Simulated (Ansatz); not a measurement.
Born–Oppenheimer molecular dynamics of a periodic cell of 16 atoms, MnCuAg2O4 (host MnCuAg2O4, host structure P2/m). It starts from an unrelaxed structure (largest force component 0.84 eV/Å).

These are results of DFT LDA, scalar-relativistic, plane waves, PAW in Ansatz 0.2.0, not measurements. Settings: accuracy low, cutoff 420 eV, k mesh 2x2x2, fermi-dirac smearing 0.05 eV, spin collinear.

* ensemble: NVT, Langevin thermostat
* time step: 1.5 fs
* steps asked: 120
* set temperature: 900 K
* friction: 0.005 /fs
* seed: 200373

First frame:

```xyz
16
Lattice="-5.3845 -3.1320 0.0000 5.3845 -3.1320 0.0000 -1.8252 0.0000 6.3718" Properties=species:S:1:pos:R:3
Mn -0.913 -1.566 3.186
Cu 1.780 -3.132 3.186
Ag 0.000 -3.132 0.000
Ag 2.692 -1.566 0.000
O 0.818 -1.566 4.206
O 3.619 -3.132 4.226
O -2.643 -4.698 2.166
O -0.060 -3.132 2.146
Mn -0.913 -4.698 3.186
Cu -3.605 -3.132 3.186
Ag 0.000 0.000 0.000
Ag -2.692 -1.566 0.000
O 0.818 -4.698 4.206
O -1.766 -3.132 4.226
O -2.643 -1.566 2.166
O -5.444 -3.132 2.146
```

What does the run give?

All steps were run.

| Property | Result |
| --- | --- |
| steps done | 120 |
| time covered | 180 fs |
| mean temperature over the second half | 590 K |
| spread of the potential energy over the second half | 17.0 meV per atom |
| mean potential energy of the second half above the start | 50.8 meV per atom |

The mean temperature of the second half is 34 % below the set value. A run of 0.18 ps of so small a system gives no equilibrium averages. No Hubbard correction was used and the magnetic state wasn't searched. Limits of this set-up: coarse k mesh, low accuracy level.

What happens to the structure?

Mean squared displacements from the first frame to the last, about the centre of mass: Mn 0.01 Å², Cu 0.11 Å², Ag 0.05 Å², O 0.04 Å². Another seed would give other details.

How do temperature and energy run in time?


| time (fs) | T (K) | potential energy less start (eV) |
| --- | --- | --- |
| 0 | 844 | 0.000 |
| 9 | 606 | 0.435 |
| 18 | 617 | 0.647 |
| 27 | 567 | 0.588 |
| 36 | 662 | 0.405 |
| 45 | 614 | 0.492 |
| 54 | 484 | 0.692 |
| 63 | 376 | 0.865 |
| 72 | 538 | 0.596 |
| 81 | 743 | 0.303 |
| 90 | 666 | 0.697 |
| 99 | 384 | 1.254 |
| 108 | 451 | 1.083 |
| 117 | 699 | 0.615 |
| 126 | 837 | 0.370 |
| 135 | 713 | 0.446 |
| 144 | 720 | 0.666 |
| 153 | 589 | 0.794 |
| 162 | 534 | 0.929 |
| 171 | 505 | 1.042 |
| 180 | 458 | 1.038 |

Run time: 22 min on 2 threads of Intel(R) Xeon(R) Platinum 8488C (Sapphire Rapids), with other jobs on the host, peak memory 0.84 GiB.
